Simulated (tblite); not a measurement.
# C9H12Cl4N4: the cost of one run

Computed with tblite 0.8.0 and PySCF 2.14.0; each step states its level. No surroundings beyond the atoms listed, unless a continuum is named. Atoms count from 0, parts from 1.

### Step 1. Starting point

29 atoms, charge 0, multiplicity 1; geometry: rigid parts in contact. Parts: 1 = atoms 0–4, `ClC(Cl)(Cl)Cl`, charge 0; 2 = atoms 5–10, `CC#N`, charge 0; 3 = atoms 11–16, `CC#N`, charge 0; 4 = atoms 17–22, `CC#N`, charge 0; 5 = atoms 23–28, `CC#N`, charge 0.

### Step 2. Bringing the parts together with GFN2-xTB

The job: settings as JSON, then the geometry in Å.

```
{"job": {"kind": "dock", "xc": "GFN2-xTB", "basis": "xTB"}, "charge": 0, "multiplicity": 1, "parts": [{"atoms": "0-4", "charge": 0, "multiplicity": 1}, {"atoms": "5-10", "charge": 0, "multiplicity": 1}, {"atoms": "11-16", "charge": 0, "multiplicity": 1}, {"atoms": "17-22", "charge": 0, "multiplicity": 1}, {"atoms": "23-28", "charge": 0, "multiplicity": 1}]}
Cl     1.652362    -0.893702     0.077272
C      0.117624    -0.032713    -0.008221
Cl     0.428925     1.701525    -0.159234
Cl    -0.792126    -0.604445    -1.413671
Cl    -0.843706    -0.313853     1.446165
C     -2.743455    -3.809282    -4.171611
C     -3.012657    -2.599674    -3.446609
N     -3.210365    -1.646256    -2.847677
H     -1.782496    -4.222088    -3.861613
H     -3.533359    -4.535320    -3.980043
H     -2.711217    -3.588235    -5.237023
C     -4.144207     1.177258    -0.672298
C     -5.088043     0.146985    -0.341230
N     -5.844034    -0.668008    -0.072204
H     -4.655826     1.972648    -1.214693
H     -3.712625     1.582200     0.243661
H     -3.356602     0.757932    -1.298869
C     -1.777783    -4.233529    -0.528852
C     -0.742344    -3.818203     0.368757
N      0.100015    -3.505488     1.077506
H     -2.613075    -4.627145     0.049565
H     -2.123810    -3.391172    -1.131022
H     -1.371576    -5.021428    -1.166583
C      2.519448    -5.576998     0.229786
C      1.458837    -6.260461    -0.452219
N      0.616501    -6.796585    -1.010753
H      2.117994    -5.145199     1.146544
H      3.331706    -6.264905     0.470587
H      2.891987    -4.773343    -0.407193
```

With the program's defaults for keys left out, this is: GFN2-xTB search for minima from random contacts, gas phase.

Command:

```bash
> OMP_NUM_THREADS=1 python cluster_run.py task.json out
```

This one command runs all jobs of the session in turn.

**Question.** How long does this first job take on 1 thread of Intel Xeon Platinum 8488C, shared host?

About 73 s.
